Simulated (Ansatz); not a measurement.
# BeGaH (singlet): the correlation ladder at scale of all distances = 1.778, cc-pVDZ

How much of the correlation energy of BeGaH (singlet) does each wave-function method recover here?

Program: Ansatz 0.2.0, Gaussian basis. Level of theory: cc-pVDZ, core rule «outside noble gas», up to 15 orbitals frozen. These are calculated values, not measurements.

Plan: UHF; CCSD(T) on RHF; CCSD(T) on UHF; BCCD(T) on RHF; CISD; CCSDT(Q) on RHF; CCSDT(Q) on UHF; CASSCF and MRCISD+Q, 2 electrons in 2 orbitals; CASSCF and NEVPT2, 2 electrons in 2 orbitals; CASSCF and MRCISD+Q, 6 electrons in 9 orbitals; CASSCF and NEVPT2, 6 electrons in 9 orbitals; Full CI.

10 further runs of the same task are left out: 7 that didn't finish, 3 set aside as unsound or not needed.

### 1 The system

The geometry derives from a PBE0/def2-TZVP stationary point (not a proven minimum). All distances are scaled together. No spin-orbit coupling is included. The filled d shell of Ga may be among the frozen orbitals whatever the setting's name suggests; the logs give the count.

3 atoms, charge 0, spin multiplicity 1.

Atoms are counted from 1 here; the program's logs count them from 0.

No contacts short enough for the rule that draws bonds.

### 2 UHF

Contents of in.yaml:

```yaml
crystal:
  periodic: [false, false, false]
  atoms:
    - {symbol: Ga, position_ang: [0.000000, 0.000000, 3.796947]}
    - {symbol: Be, position_ang: [0.000000, 0.000000, -0.689994]}
    - {symbol: H, position_ang: [0.000000, 0.000000, -3.106954]}
basis:
  gaussian: {orbitals: cc-pVDZ}
magnetization: {spin_polarized: true, initial_magnetization: 0}
hamiltonian: {xc: hf}
output: {orbitals: {seedname: orbitals}}
```

Started as:

```sh
$ ansatz run in.yaml --threads 1 --pin off --events-out ev --progress --plain --max-ram 2393MiB
```

Further steps of the session: CCSD(T) on RHF; CCSD(T) on UHF; BCCD(T) on RHF; CISD; CCSDT(Q) on RHF; CCSDT(Q) on UHF; CASSCF and MRCISD+Q, 2 electrons in 2 orbitals; CASSCF and NEVPT2, 2 electrons in 2 orbitals; CASSCF and MRCISD+Q, 6 electrons in 9 orbitals; CASSCF and NEVPT2, 6 electrons in 9 orbitals; Full CI.

Before running them: what should the planned runs give, taken together? Wanted: FCI from the RHF energy; RMP2 from FCI; UMP2 from FCI; RCCSD from FCI; RCCSD(T) from FCI; UCCSD(T) from FCI; RCCSDT(Q) from FCI; UCCSDT(Q) from FCI; NEVPT2 pair from FCI.

**Answer**, as computed:

```
                         quantity                                                                              value
          FCI from the RHF energy                                                                         -4.0367 eV
                    RMP2 from FCI                                                                      +165.1 kJ/mol
                    UMP2 from FCI                                                                      +109.2 kJ/mol
                   RCCSD from FCI                                                                       +33.9 kJ/mol
                RCCSD(T) from FCI                                                                        +1.6 kJ/mol
                UCCSD(T) from FCI                                                                        +9.6 kJ/mol
               RCCSDT(Q) from FCI                                                                         0.0 kJ/mol
               UCCSDT(Q) from FCI                                                                        +3.9 kJ/mol
             NEVPT2 pair from FCI                                                                      +102.2 kJ/mol
           MRCISD+Q pair from FCI                                                                       -14.6 kJ/mol
          NEVPT2 valence from FCI                                                                       +24.9 kJ/mol
levels within 1 kcal/mol (43 meV)  RCCSD(T), BCCD(T), RCCSDT, RCCSDT(Q), UCCSDT(Q), MRCISD valence, MRCISD+Q valence
                    T1 diagnostic                                                                              0.113
   effectively unpaired electrons                                                                               1.54
```

What this shows: RCCSD(T) misses by +1.6 kJ/mol, 0.4 % of the correlation energy. CCSD(T) misses by +1.6 kJ/mol on the restricted determinant and by +9.6 kJ/mol on the unrestricted one; the two need not hold the same state or core. RCCSDT, MRCISD+Q pair fall below full CI, which methods that aren't variational can do. With 1.5 effectively unpaired electrons against 0 the state is strongly multireference. Coupled cluster on one determinant still stays close here. Of the multireference levels listed MRCISD+Q valence comes nearest in total energy (+0.1 kJ/mol), which doesn't show that its space is the better one. These misses are within one basis, not against nature.
